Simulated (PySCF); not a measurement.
# InMe2(CN): geometry, NMR shifts and electronic excitations

What NMR shifts and electronic excitations should InMe2(CN) (`[CH3][In]([CH3])[C]#N`) show?

The runs use PySCF 2.14.0, with density-fitted response routines of our own; the level of theory stands in each step. All values are computed, except where a source is named. Atoms count from 0, in the outputs and in this text.

**1. The starting structure**

11 atoms, charge 0, multiplicity 1; geometry from: GFN2-xTB.

Bonds of the start (Å): In0–C1 2.23, In0–C5 2.23, In0–C9 2.21, C1–H2 1.09, C1–H3 1.09, C1–H4 1.09, C5–H6 1.09, C5–H7 1.09, C5–H8 1.09, C9–N10 1.15.

**2. Geometry optimisation at PBE0-D3(BJ)/def2-SVP**

The job: settings as JSON, then the geometry in Å.

```
{"job": {"xc": "PBE0", "basis": "def2-SVP", "d3": "d3bj", "grid": 1, "maxiter": 40, "kind": "geom"}, "charge": 0, "multiplicity": 1}
In    -0.199510    -0.330150     0.000710
C      2.033060    -0.389160    -0.011310
H      2.386720     0.079430     0.906770
H      2.372740     0.205960    -0.858950
H      2.432830    -1.397960    -0.085730
C     -1.346250     1.586290     0.002090
H     -1.121940     2.111140    -0.926320
H     -0.980490     2.183780     0.837120
H     -2.420620     1.443800     0.092880
C     -1.299320    -2.244730     0.016560
N     -1.857220    -3.248420     0.026180
```

What it wrote:

```text
step   0  E = -362.44547789  max force = 0.041450
step   1  E = -362.44979578  max force = 0.003431
step   2  E = -362.45041952  max force = 0.002229
step   3  E = -362.45060297  max force = 0.001008
step   4  E = -362.45066292  max force = 0.000779
step   5  E = -362.45066932  max force = 0.000427
optimisation converged
```

Wall time 42 s (1 thread, shared host).

The steps of the relaxation:

```
step  energy from step 0 (eV)  largest force component (eV/Å)
   0                   0.0000                          2.1314
   1                  -0.1175                          0.1764
   2                  -0.1345                          0.1146
   3                  -0.1395                          0.0518
   4                  -0.1411                          0.0401
   5                  -0.1413                          0.0220
```

Close pairs (by a distance rule), those that changed most:

```
  bond  before (Å)  after (Å)  change (Å)
In0–C5       2.233      2.148      -0.085
In0–C1       2.233      2.149      -0.085
In0–C9       2.208      2.168      -0.040
C9–N10       1.148      1.163      +0.014
 C1–H2       1.090      1.101      +0.011
 C5–H6       1.090      1.101      +0.011
 C5–H8       1.088      1.098      +0.010
 C1–H4       1.088      1.098      +0.010
```

The end geometry stands in the next job.

| at the end point | value |
| --- | --- |
| point group (found at 0.08 Å tolerance) | C2 |
| rotational constants (GHz, main isotopes) | 3.917, 2.202, 1.435 |
| dipole moment (D) | 5.13 |

**3. Shielding tensors: PBE0/def2-TZVP+pcSseg-1**

The job: settings as JSON, then the geometry in Å.

```
{"job": {"kind": "nmr", "xc": "PBE0", "basis": {"default": "pcSseg-1", "In": "def2-TZVP"}}, "charge": 0, "multiplicity": 1}
In    -0.109265    -0.182984     0.001528
C      2.025120    -0.428664    -0.012434
H      2.454166    -0.016084     0.913228
H      2.465570     0.116297    -0.860528
H      2.286929    -1.492408    -0.087460
C     -1.377317     1.550997     0.003489
H     -1.239797     2.113329    -0.932496
H     -1.111345     2.215822     0.838590
H     -2.430931     1.255409     0.093956
C     -1.194931    -2.060055     0.016417
N     -1.768198    -3.071678     0.025710
```

With the program's defaults for keys left out, this is: GIAO PBE0/pcSseg-1 In:def2-TZVP NMR shielding, scalar relativity only through core potentials, gas phase.

What it wrote:

```text
coarse grid: 43584 points
cycle   1  E = -361.6506363283  dE = -3.177e+01  |g| = 2.080e+00  |ddm| = 4.555e+01
cycle   2  E = -360.4499749040  dE =  1.201e+00  |g| = 3.612e+00  |ddm| = 7.836e+00
cycle   3  E = -362.5390179342  dE = -2.089e+00  |g| = 3.640e-01  |ddm| = 3.173e+00
cycle   4  E = -362.5043613580  dE =  3.466e-02  |g| = 5.432e-01  |ddm| = 4.941e-01
cycle   5  E = -362.5666430682  dE = -6.228e-02  |g| = 4.349e-02  |ddm| = 2.981e-01
cycle   6  E = -362.5670890953  dE = -4.460e-04  |g| = 8.021e-03  |ddm| = 4.100e-02
cycle   7  E = -362.5671037604  dE = -1.467e-05  |g| = 3.527e-03  |ddm| = 1.369e-02
cycle   8  E = -362.5671070189  dE = -3.259e-06  |g| = 6.744e-04  |ddm| = 4.529e-03
final grid: 90896 points
cycle   9  E = -362.5671537505  dE = -5.565e-09  |g| = 7.095e-04  |ddm| = 1.634e-03
cycle  10  E = -362.5671536964  dE =  5.414e-08  |g| = 8.590e-04  |ddm| = 1.483e-03
cycle  11  E = -362.5671538744  dE = -1.781e-07  |g| = 2.434e-04  |ddm| = 8.126e-04
cycle  12  E = -362.5671538873  dE = -1.283e-08  |g| = 3.034e-05  |ddm| = 1.457e-04
cycle  13  E = -362.5671538875  dE = -2.101e-10  |g| = 3.955e-06  |ddm| = 2.424e-05
converged SCF energy = -362.5671538875

GIAO shielding tensors (ppm)
atom      isotropic    diamagn.    paramagn.     s11        s22        s33       span
  0 In         nan         nan         nan        nan        nan        nan        nan
  1 C      187.341     250.673     -63.331    168.925    195.807    197.292     28.367
  2 H       31.110      28.910       2.201     25.788     27.930     39.614     13.826
  3 H       31.032      29.005       2.027     25.615     28.043     39.439     13.823
  4 H       30.491      28.594       1.896     24.595     28.268     38.609     14.014
  5 C      187.444     250.641     -63.197    169.011    195.882    197.439     28.428
  6 H       31.117      28.893       2.224     25.791     27.933     39.627     13.836
  7 H       31.032      28.995       2.037     25.607     28.052     39.438     13.832
  8 H       30.499      28.563       1.936     24.598     28.262     38.638     14.040
  9 C       51.675     259.227    -207.552    -68.414    -66.048    289.487    357.901
 10 N     -102.694     338.897    -441.591   -303.049   -301.677    296.644    599.693
```

Run time: 17 s. Hardware: 1 thread, shared host.

The references, computed at this level on geometries of the same kind, shield at (ppm): 1H TMS 31.27, 13C TMS 184.4, 15N NH3 265.7. Their shielding less the atom's gives the shift. The references are single molecules in the gas phase, so shifts against H2O, NH3, PH3, H3PO4 or CFCl3 are not on the usual liquid scales and can be off by tens of ppm. Atoms listed in one row are averaged.

```
                 atoms                        environment  σ (ppm)  δ (ppm)
                    C9             carbon bonded to In, N     51.7    132.7
                C1, C5           carbon bonded to In, 3 H    187.4     -3.0
H2, H3, H4, H6, H7, H8  hydrogen on a carbon bonded to In    30.88     0.39
                   N10               nitrogen bonded to C   -102.7    368.4
```

Atoms past Kr carry core potentials, so their printed shieldings have no meaning and are left out of the table.

The run also stored atomic charges by several schemes (e):

```
 atoms  Mulliken  ESP fit
   In0      0.68     1.01
C1, C5     -0.58    -0.91
    C9     -0.19    -0.09
   N10     -0.26    -0.37
```

Mayer bond orders: In0–C1 1.00, In0–C5 1.00, In0–C9 0.71, C9–N10 2.88.

With diffuse functions Mulliken charges and Mayer bond orders lose their meaning; the other schemes are steadier.

**4. Ultraviolet spectrum: PBE0/def2-SVPD**

The job, as its differences from that of step 3:

```diff
@@ -1,2 +1,2 @@
-{"job": {"kind": "nmr", "xc": "PBE0", "basis": {"default": "pcSseg-1", "In": "def2-TZVP"}}, "charge": 0, "multiplicity": 1}
+{"job": {"kind": "uv", "xc": "PBE0", "basis": "def2-SVPD", "ip": true, "nstates": 10}, "charge": 0, "multiplicity": 1}
 In    -0.109265    -0.182984     0.001528
```

With the program's defaults for keys left out, this is: TDDFT PBE0/def2-SVPD, vertical, gas phase, core orbitals frozen in the response.

What it wrote:

```text
coarse grid: 43584 points
cycle   1  E = -361.3095641177  dE = -2.051e+01  |g| = 2.199e+00  |ddm| = 1.518e+01
cycle   2  E = -359.3176126245  dE =  1.992e+00  |g| = 4.197e+00  |ddm| = 1.263e+01
cycle   3  E = -362.4368755262  dE = -3.119e+00  |g| = 2.578e-01  |ddm| = 5.990e+00
cycle   4  E = -362.4206289804  dE =  1.625e-02  |g| = 3.922e-01  |ddm| = 7.530e-01
cycle   5  E = -362.4531501136  dE = -3.252e-02  |g| = 6.383e-02  |ddm| = 3.919e-01
cycle   6  E = -362.4541683204  dE = -1.018e-03  |g| = 6.452e-03  |ddm| = 7.971e-02
cycle   7  E = -362.4541795107  dE = -1.119e-05  |g| = 2.602e-03  |ddm| = 1.832e-02
cycle   8  E = -362.4541815546  dE = -2.044e-06  |g| = 4.573e-04  |ddm| = 5.416e-03
final grid: 90896 points
cycle   9  E = -362.4542212033  dE =  2.733e-08  |g| = 6.329e-04  |ddm| = 3.551e-03
cycle  10  E = -362.4542210405  dE =  1.628e-07  |g| = 1.038e-03  |ddm| = 1.822e-03
cycle  11  E = -362.4542212964  dE = -2.559e-07  |g| = 2.587e-04  |ddm| = 1.115e-03
cycle  12  E = -362.4542213117  dE = -1.535e-08  |g| = 5.021e-06  |ddm| = 2.454e-04
cycle  13  E = -362.4542213117  dE = -6.594e-12  |g| = 1.277e-06  |ddm| = 1.223e-05
converged SCF energy = -362.4542213117

Static polarisability (au): isotropic 74.794, principal 54.456 84.316 85.611

Singlet excitations
state   eV       nm        f      main configurations
  1   4.7916    258.8   0.00000   H->L 0.99
  2   5.5837    222.0   0.00781   H-1->L 0.99
  3   5.9523    208.3   0.00000   H-3->L 0.96
  4   6.2908    197.1   0.03040   H-2->L 0.91
  5   6.5571    189.1   0.25421   H->L+1 0.97
  6   7.2357    171.4   0.04769   H-1->L+1 0.95
  7   7.3375    169.0   0.01198   H-4->L 0.96
  8   7.4807    165.7   0.11812   H->L+2 0.92
  9   7.6130    162.9   0.00183   H-3->L+1 0.55, H->L+3 0.27
 10   7.6412    162.3   0.00594   H-2->L+1 0.70, H-2->L+2 0.20

Triplet excitations (Tamm-Dancoff, eV): 4.5506 5.1554 5.2729 5.5556
Vertical ionisation energy (delta-SCF) = 9.9563 eV
Vertical electron affinity (delta-SCF) = 0.3694 eV
```

Run time: 2 min. Hardware: 1 thread, shared host.

Frontier orbitals and where they lie:

```
orbital     eV                        atoms
 HOMO−3  -9.32   N10 48 %, C9 41 %, In0 4 %
 HOMO−2  -9.28            N10 52 %, C9 44 %
 HOMO−1  -8.83  N10 31 %, C9 22 %, In0 17 %
   HOMO  -8.09   C1 27 %, C5 26 %, In0 18 %
   LUMO  -1.91    In0 57 %, C9 14 %, C5 8 %
 LUMO+1  -0.68   In0 55 %, C5 12 %, C1 12 %
 LUMO+2   0.43  In0 26 %, C9 21 %, N10 20 %
```

With each of the 10 states as a Gaussian band of 0.4 eV half-width at 1/e, the curve within the window shown has maxima at 189 nm (ε 11,000), 167 nm (ε 7,000) L/(mol cm). Beyond the last state computed it falls off for lack of states. The curve at chosen wavelengths:

nm, ε (L/mol/cm) and a bar:
```
      156       1581 ####
      162       5277 ##############
      167       7036 ###################
      173       5933 ################
      178       6100 ################
      184       9431 #########################
      189      11229 ##############################
      195       9180 #########################
      200       5737 ###############
      206       2503 #######
      212        993 ###
      217        552 #
      223        377 #
      228        292 #
      234        191 #
      239        118 
      245         56 
      251         23 
      256         10 
      262          3 
      267          1 
      273          0 
      278          0 
      284          0 
      289          0 
      295          0
```

Further results of this job:

```
           property  computed
  dipole moment (D)      5.31
polarisability (Å³)     11.08
 HOMO–LUMO gap (eV)      6.18
      −ε(HOMO) (eV)      8.09
```

**5. NMR shieldings: KT2/def2-TZVP+pcSseg-1**

The job, as its differences from that of step 4:

```diff
@@ -1,2 +1,2 @@
-{"job": {"kind": "uv", "xc": "PBE0", "basis": "def2-SVPD", "ip": true, "nstates": 10}, "charge": 0, "multiplicity": 1}
+{"job": {"kind": "nmr", "xc": "KT2", "basis": {"default": "pcSseg-1", "In": "def2-TZVP"}, "pop": false}, "charge": 0, "multiplicity": 1}
 In    -0.109265    -0.182984     0.001528
```

With the program's defaults for keys left out, this is: GIAO KT2/pcSseg-1 In:def2-TZVP NMR shielding, scalar relativity only through core potentials, gas phase.

What it wrote:

```text
coarse grid: 43584 points
cycle   1  E = -365.7008022063  dE = -3.133e+01  |g| = 2.315e+00  |ddm| = 4.420e+01
cycle   2  E = -349.4239078270  dE =  1.628e+01  |g| = 9.401e+00  |ddm| = 1.254e+01
cycle   3  E = -366.6426054836  dE = -1.722e+01  |g| = 1.047e+00  |ddm| = 8.885e+00
cycle   4  E = -366.5208984296  dE =  1.217e-01  |g| = 1.261e+00  |ddm| = 1.375e+00
cycle   5  E = -366.8886364055  dE = -3.677e-01  |g| = 1.533e-01  |ddm| = 7.891e-01
cycle   6  E = -366.8923044424  dE = -3.668e-03  |g| = 9.118e-02  |ddm| = 2.401e-01
cycle   7  E = -366.8944575456  dE = -2.153e-03  |g| = 1.597e-02  |ddm| = 9.489e-02
cycle   8  E = -366.8945316499  dE = -7.410e-05  |g| = 5.221e-03  |ddm| = 2.714e-02
cycle   9  E = -366.8945387632  dE = -7.113e-06  |g| = 9.934e-04  |ddm| = 5.966e-03
final grid: 90896 points
cycle  10  E = -366.8946064870  dE =  1.130e-06  |g| = 2.463e-03  |ddm| = 3.197e-03
cycle  11  E = -366.8945932325  dE =  1.325e-05  |g| = 8.009e-03  |ddm| = 6.043e-03
cycle  12  E = -366.8946077682  dE = -1.454e-05  |g| = 6.932e-04  |ddm| = 4.588e-03
cycle  13  E = -366.8946079068  dE = -1.386e-07  |g| = 6.896e-05  |ddm| = 8.210e-04
cycle  14  E = -366.8946079080  dE = -1.272e-09  |g| = 2.236e-05  |ddm| = 1.219e-04
cycle  15  E = -366.8946079082  dE = -1.221e-10  |g| = 2.196e-06  |ddm| = 2.926e-05
converged SCF energy = -366.8946079082

GIAO shielding tensors (ppm)
atom      isotropic    diamagn.    paramagn.     s11        s22        s33       span
  0 In         nan         nan         nan        nan        nan        nan        nan
  1 C      182.461     252.134     -69.672    160.959    190.723    195.702     34.743
  2 H       30.929      29.169       1.760     25.873     27.893     39.020     13.147
  3 H       30.838      29.268       1.570     25.689     27.999     38.828     13.139
  4 H       30.275      28.685       1.590     24.651     28.179     37.995     13.344
  5 C      182.574     252.101     -69.527    161.063    190.905    195.755     34.692
  6 H       30.936      29.152       1.783     25.877     27.897     39.033     13.157
  7 H       30.838      29.259       1.580     25.680     28.008     38.827     13.146
  8 H       30.283      28.655       1.629     24.653     28.172     38.025     13.372
  9 C       65.255     259.288    -194.033    -45.428    -44.243    285.436    330.864
 10 N      -75.706     339.831    -415.536   -263.047   -253.345    289.275    552.323
```

It took 27 s on 1 thread, shared host.

In short: δ C9 118.0, C1 0.7, N10 340.0, H2 0.50 ppm (means over like atoms).

**6. Run by run: NMR shifts**

Shifts (ppm), means over like atoms, with basis size and wall time:

```csv
run,C9,C1,H2,N10,functions,time
PBE0/def2-TZVP+pcSseg-1,132.7,-3.0,0.39,368.4,148,17 s
KT2/def2-TZVP+pcSseg-1,118.0,0.7,0.50,340.0,148,27 s
```

**7. Summary of results**

| quantity | value |
| --- | --- |
| point group | C2 |
| rotational constants (main isotopes) | 3.92, 2.20, 1.44 GHz |
| 13C shifts against TMS (PBE0/def2-TZVP+pcSseg-1, means over atoms taken as alike) | 132.7, -3.0 ppm |
| 1H shifts against TMS (PBE0/def2-TZVP+pcSseg-1, means over atoms taken as alike) | 0.39 ppm |
| 15N shifts against NH3 (PBE0/def2-TZVP+pcSseg-1) | 368.4 ppm |
| lowest singlet (PBE0/def2-SVPD) | 4.79 eV (259 nm), f = 0.000 |
| brightest single state of those computed | state 5, 6.56 eV, f = 0.254 |
| lowest triplet | 4.55 eV |
| vertical ionisation energy (ΔSCF) | 9.96 eV |
| vertical electron affinity (ΔSCF) | 0.37 eV |
| range of the shift of N10 | 340.0 to 368.4 ppm |

What this shows: The optimisation took 5 steps and gained 0.141 eV; among the close pairs (by a distance rule), In0–C5 changed most, from 2.233 to 2.148 Å. At PBE0/def2-TZVP+pcSseg-1: Shielding is most anisotropic at N10 (span 600 ppm, paramagnetic term -442 ppm). The first singlet state (HOMO→LUMO 0.99) lies at 4.79 eV and is dark; of the 10 states computed, the strongest absorption comes from state 5 at 6.56 eV. The lowest triplet lies 0.24 eV below the lowest singlet (triplets in Tamm-Dancoff, singlets in full TDDFT). Spin-orbit coupling, left out, mixes singlets and triplets in elements this heavy. ΔSCF puts the ionisation energy at 9.96 eV, 1.87 eV above −ε(HOMO). Across the 2 runs the shift of N10 moves most, between 340.0 (KT2/def2-TZVP+pcSseg-1) and 368.4 ppm (PBE0/def2-TZVP+pcSseg-1). Spin-orbit coupling is left out, which matters for shieldings and couplings at and beside the heavy atoms.
